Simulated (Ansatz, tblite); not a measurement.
# The cluster Si6Te6: a ladder of methods and basis sets

An exercise on one series of results from a longer session: the logs are not shown, and one member is left open.

Program: Ansatz 0.2.0, Gaussian basis. Level of theory: as each input shows. These are calculated values, not measurements.

Levels to be run: GFN1-xTB, GFN2-xTB, PBE-D4/def2-SVP, r2SCAN-D4/def2-SVP, MP2/def2-SVP.

6 further runs of the same task are left out: 5 that didn't finish, 1 set aside as unsound or not needed. Runs told in other sessions of the task aren't counted.

### The structure

The geometry is that of the singlet, from an earlier relaxation (PBE-D4/def2-SVP). At that level it is the lowest of the isomers that a small search found.

12 atoms, charge 0, spin multiplicity 1.

Bond lengths: Si1–Te7 2.714 Å, Si1–Te9 2.764 Å, Si1–Te12 2.687 Å, Si2–Te8 2.661 Å, Si2–Te10 2.704 Å, Si2–Te11 2.741 Å, Si3–Si6 2.399 Å, Si3–Te10 2.731 Å, Si3–Te11 2.741 Å, Si4–Si6 2.328 Å, Si4–Te9 2.652 Å, Si4–Te11 2.696 Å, Si5–Te7 2.469 Å, Si5–Te8 2.492 Å, Si5–Te9 2.570 Å, Si5–Te10 2.691 Å, Si6–Te10 2.901 Å, Si6–Te12 2.469 Å. Angles: Te7–Si1–Te9 87.4°, Te7–Si1–Te12 103.3°, Te9–Si1–Te12 101.9°, Te8–Si2–Te10 92.4°, Te8–Si2–Te11 106.3°, Te10–Si2–Te11 87.8°, Si6–Si3–Te10 68.5°, Si6–Si3–Te11 79.9°, Te10–Si3–Te11 87.3°, Si6–Si4–Te9 91.9°, Si6–Si4–Te11 82.1°, Te9–Si4–Te11 107.2°, Te7–Si5–Te8 126.8°, Te7–Si5–Te9 97.3°, Te7–Si5–Te10 105.8°, Te8–Si5–Te9 111.8°, Te8–Si5–Te10 96.6°, Te9–Si5–Te10 120.3° and more.

Te takes a core potential in the def2 sets. No spin-orbit coupling is included.

PBE0-D4/def2-SVP was run before; its log isn't repeated, and its numbers join the tables.

Set-up of the first run:

Tight binding, by tblite at 300 K electronic temperature and without a spin-polarisation term:

```python
tblite.interface.Calculator('GFN1-xTB', numbers, positions, charge=0, uhf=0).singlepoint()
```

Tight binding, by tblite at 300 K electronic temperature and without a spin-polarisation term:

```python
tblite.interface.Calculator('GFN2-xTB', numbers, positions, charge=0, uhf=0).singlepoint()
```

start.molden holds the orbitals of an earlier run on this state, given as this run's starting guess.

File in.yaml:

```yaml
crystal:
  periodic: [false, false, false]
  atoms:
    - {symbol: Si, position_ang: [1.598049, -2.981134, 0.400328]}
    - {symbol: Si, position_ang: [-2.394018, 2.036190, -0.672949]}
    - {symbol: Si, position_ang: [0.978743, 2.876540, -1.073685]}
    - {symbol: Si, position_ang: [1.238277, 0.972238, 2.145802]}
    - {symbol: Si, position_ang: [-1.210440, -1.131849, -0.145814]}
    - {symbol: Si, position_ang: [1.814329, 0.845743, -0.106616]}
    - {symbol: Te, position_ang: [-0.626210, -3.326493, -1.115678]}
    - {symbol: Te, position_ang: [-3.501453, -0.217281, 0.209584]}
    - {symbol: Te, position_ang: [0.062141, -1.402977, 2.070620]}
    - {symbol: Te, position_ang: [-0.420315, 0.701175, -1.950692]}
    - {symbol: Te, position_ang: [-0.538595, 2.769426, 1.206966]}
    - {symbol: Te, position_ang: [2.999502, -1.141579, -0.967857]}
basis:
  gaussian: {orbitals: def2-SVP, initial_orbitals: start.molden}
hamiltonian: {xc: pbe, dispersion: d4}
scf: {omitted_lower_state_checks: [starts]}
output: {orbitals: {seedname: orbitals}}
```

The run is started by

```sh
$ ansatz run in.yaml --threads 4 --pin off --events-out ev --progress --plain --max-ram 6963MiB
```

Among the steps run: PBE-D4/def2-SVP; r2SCAN-D4/def2-SVP; MP2/def2-SVP.

One table of the session follows, with a row left open; its other results are not shown here.

It belongs to the step «Binding energy». 

```
             level  binding an atom (eV)
       HF/def2-SVP                 1.453
   PBE-D4/def2-SVP                     ?
r2SCAN-D4/def2-SVP                 3.031
  PBE0-D4/def2-SVP                 3.100
      MP2/def2-SVP                 2.715
```

**Question.** Estimate the row for PBE-D4/def2-SVP.

**Answer.** binding an atom (eV): 3.262. In the column «binding an atom (eV)» it is the highest.

Limits of these values: Free atoms were run apart at each level; binding is atoms less cluster, divided by the number of atoms, without zero-point or spin-orbit terms.
